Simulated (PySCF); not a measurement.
# Te²⁺: excitation energy in x2c-QZVPPall plus 1 even-tempered diffuse shell per l

Wanted: the excitation energy of tellurium, up a ladder of methods.

Method: unrestricted determinants in a Gaussian basis, no spin-orbit coupling in the energies. Code: PySCF 2.14.0.

## Step 1: The atom as given

```
Element                                   : tellurium (Z = 52)
Basis                                     : x2c-QZVPPall with one added diffuse shell each of s, p, d, f type (14s10p8d5f1g, 128 functions)
Hamiltonian                               : scalar relativity by spin-free X2C-1e
State 1                                   : Te²⁺: [Kr] 4d10 5s1 5p2 5d1, one real determinant (an excited configuration)
Needed too, but not shown                 : Te²⁺ [Kr] 4d10 5s2 5p2 (3P)
Methods                                   : UHF, LDA, PBE, PBE0, r2SCAN, r2SCAN0, BHandHLYP, TPSS, MP2
Core shells frozen in the correlated runs : valence: [Kr] 4d10; valence and next inner shell: [Ar] 3d10 (for Te²⁺)
```

The outer shells:

Te2+ [Kr] 4d10 5s1 5p2 5d1
```
[Kr] core
4d [↑↓][↑↓][↑↓][↑↓][↑↓]
5s [↑ ]
5p [↑ ][↑ ][  ]
5d [↑ ][  ][  ][  ][  ]
```

One driver process ran all states and methods and kept the integrals in memory. Each run is shown as a PySCF script that sums up its settings (the driver passes frozen orbitals as a list and adds second-order terms of double hybrids); the logs are those of the runs themselves. The driver starts from symmetry-adapted Hartree-Fock orbitals, holds the occupation by maximum overlap and uses a logarithmic radial grid for functionals, so a plain start would take other cycles.

The integrals over 128 functions and the set-up took 7.2 s of CPU time.

## Step 2: Te²⁺ [Kr] 4d10 5s1 5p2 5d1

#### UHF

input.py

```python
from pyscf import gto, scf, dft, mp, cc
import basis_set_exchange as bse
mol = gto.M(atom="Te 0 0 0", charge=2, spin=4, symmetry="D2h",
            basis=gto.basis.parse(bse.get_basis("x2c-QZVPPall", elements=["Te"], fmt="nwchem", augment_diffuse=1)),
            nucmod="G")
mf = scf.UHF(mol).sfx2c1e()
mf.irrep_nelec = {'Ag': (10, 8), 'B1g': (2, 2), 'B2g': (2, 2), 'B3g': (2, 2), 'B1u': (3, 3), 'B2u': (4, 3), 'B3u': (4, 3)}
mf.kernel()
```

#### LDA

Changes to input.py:

```diff
@@ -5,3 +5,3 @@
             nucmod="G")
-mf = scf.UHF(mol).sfx2c1e()
+mf = dft.UKS(mol, xc="LDA,VWN").sfx2c1e()
 mf.irrep_nelec = {'Ag': (10, 8), 'B1g': (2, 2), 'B2g': (2, 2), 'B3g': (2, 2), 'B1u': (3, 3), 'B2u': (4, 3), 'B3u': (4, 3)}
```

#### PBE

Changes to input.py:

```diff
@@ -5,3 +5,3 @@
             nucmod="G")
-mf = dft.UKS(mol, xc="LDA,VWN").sfx2c1e()
+mf = dft.UKS(mol, xc="PBE").sfx2c1e()
 mf.irrep_nelec = {'Ag': (10, 8), 'B1g': (2, 2), 'B2g': (2, 2), 'B3g': (2, 2), 'B1u': (3, 3), 'B2u': (4, 3), 'B3u': (4, 3)}
```

#### PBE0

Changes to input.py:

```diff
@@ -5,3 +5,3 @@
             nucmod="G")
-mf = dft.UKS(mol, xc="PBE").sfx2c1e()
+mf = dft.UKS(mol, xc="PBE0").sfx2c1e()
 mf.irrep_nelec = {'Ag': (10, 8), 'B1g': (2, 2), 'B2g': (2, 2), 'B3g': (2, 2), 'B1u': (3, 3), 'B2u': (4, 3), 'B3u': (4, 3)}
```

#### r2SCAN

Changes to input.py:

```diff
@@ -5,3 +5,3 @@
             nucmod="G")
-mf = dft.UKS(mol, xc="PBE0").sfx2c1e()
+mf = dft.UKS(mol, xc="R2SCAN").sfx2c1e()
 mf.irrep_nelec = {'Ag': (10, 8), 'B1g': (2, 2), 'B2g': (2, 2), 'B3g': (2, 2), 'B1u': (3, 3), 'B2u': (4, 3), 'B3u': (4, 3)}
```

#### r2SCAN0

Changes to input.py:

```diff
@@ -5,3 +5,3 @@
             nucmod="G")
-mf = dft.UKS(mol, xc="R2SCAN").sfx2c1e()
+mf = dft.UKS(mol, xc="HYB_MGGA_XC_R2SCAN0").sfx2c1e()
 mf.irrep_nelec = {'Ag': (10, 8), 'B1g': (2, 2), 'B2g': (2, 2), 'B3g': (2, 2), 'B1u': (3, 3), 'B2u': (4, 3), 'B3u': (4, 3)}
```

#### BHandHLYP

Changes to input.py:

```diff
@@ -5,3 +5,3 @@
             nucmod="G")
-mf = dft.UKS(mol, xc="HYB_MGGA_XC_R2SCAN0").sfx2c1e()
+mf = dft.UKS(mol, xc="BHANDHLYP").sfx2c1e()
 mf.irrep_nelec = {'Ag': (10, 8), 'B1g': (2, 2), 'B2g': (2, 2), 'B3g': (2, 2), 'B1u': (3, 3), 'B2u': (4, 3), 'B3u': (4, 3)}
```

#### TPSS

Changes to input.py:

```diff
@@ -5,3 +5,3 @@
             nucmod="G")
-mf = dft.UKS(mol, xc="BHANDHLYP").sfx2c1e()
+mf = dft.UKS(mol, xc="TPSS").sfx2c1e()
 mf.irrep_nelec = {'Ag': (10, 8), 'B1g': (2, 2), 'B2g': (2, 2), 'B3g': (2, 2), 'B1u': (3, 3), 'B2u': (4, 3), 'B3u': (4, 3)}
```

#### MP2 (valence)

Changes to input.py:

```diff
@@ -5,4 +5,5 @@
             nucmod="G")
-mf = dft.UKS(mol, xc="TPSS").sfx2c1e()
+mf = scf.UHF(mol).sfx2c1e()
 mf.irrep_nelec = {'Ag': (10, 8), 'B1g': (2, 2), 'B2g': (2, 2), 'B3g': (2, 2), 'B1u': (3, 3), 'B2u': (4, 3), 'B3u': (4, 3)}
 mf.kernel()
+mp.UMP2(mf, frozen=23).kernel()
```

## Step 3: Te²⁺ [Kr] 4d10 5s1 5p2 5d1, continued

#### MP2 (valence and next inner shell)

input.py: that of step 2 with these lines changed.

```diff
@@ -8,2 +8,2 @@
 mf.kernel()
-mp.UMP2(mf, frozen=23).kernel()
+mp.UMP2(mf, frozen=14).kernel()
```

Before running it: what results should come out?

The runs gave:

| quantity | value |
| --- | --- |
| excitation energy, Te²⁺ → [Kr] 4d10 5s1 5p2 5d1 | UHF 19.151, MP2 (valence and next inner shell) 21.062 eV |

**Reading.** The methods span 2.136 eV, from UHF (19.151) to SCS-MP2 (valence and next inner shell) (21.287). No reference value is at hand in this session. All values hold for this basis alone; no basis-set limit was taken.
